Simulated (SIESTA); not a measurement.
Molecule: O2YClH2, in a box.

```
O Y Cl H
1.0
    12.00000    0.00000    0.00000
     0.00000   14.00000    0.00000
     0.00000    0.00000   13.00000
O Y Cl H
2 1 1 2
Cartesian
  5.2715 8.4470 5.5071
  6.8308 6.1633 7.5875
  5.6381 6.5452 6.0227
  4.6216 4.6727 4.7292
  5.1353 9.3693 5.3113
  7.4045 6.0458 8.3388
```

```yaml
Program: SIESTA 5.4.2
Task: single point
Functional: PBE
Potentials_or_basis: PseudoDojo 0.4 standard (PBE files)
Basis: DZP (energy shift 0.002 Ry; radii capped at 9.5 bohr)
Grid_cutoff: 400 Ry
Energy_shift: 0.002 Ry
k_mesh: 1 × 1 × 1
Occupations: fermi-dirac, width 0.05 eV
Spin: no spin polarisation
```

On this cell: largest force 1.139 eV/Å; gap between the frontier levels 4.02 eV.

The same run follows on a disturbed copy (atoms moved at random, drawn with an rms of 0.05 Å):

```
CELL_PARAMETERS angstrom
12.00000 0.00000 0.00000
0.00000 14.00000 0.00000
0.00000 0.00000 13.00000
ATOMIC_POSITIONS crystal
O 0.44236 0.60677 0.42665
Y 0.47134 0.46725 0.46520
O 0.56959 0.44695 0.58383
Cl 0.38399 0.33451 0.36292
H 0.42566 0.67106 0.40995
H 0.61971 0.43249 0.64111
```

What does the disturbed cell give?

The energy moves by +7.5 meV/atom; largest force 1.828 eV/Å; gap between the frontier levels 3.96 eV.

Forces in eV/Å, atoms in the order of the input:
```
O    0.303 -1.760  0.392
Y   -0.951  0.661 -1.265
O    0.970 -0.383  1.221
Cl   0.065  0.043  0.087
H   -0.265  1.367 -0.314
H   -0.123  0.072 -0.125
```

Caveats: the basis of atomic orbitals isn't converged, which shifts pressures, moduli and gaps.

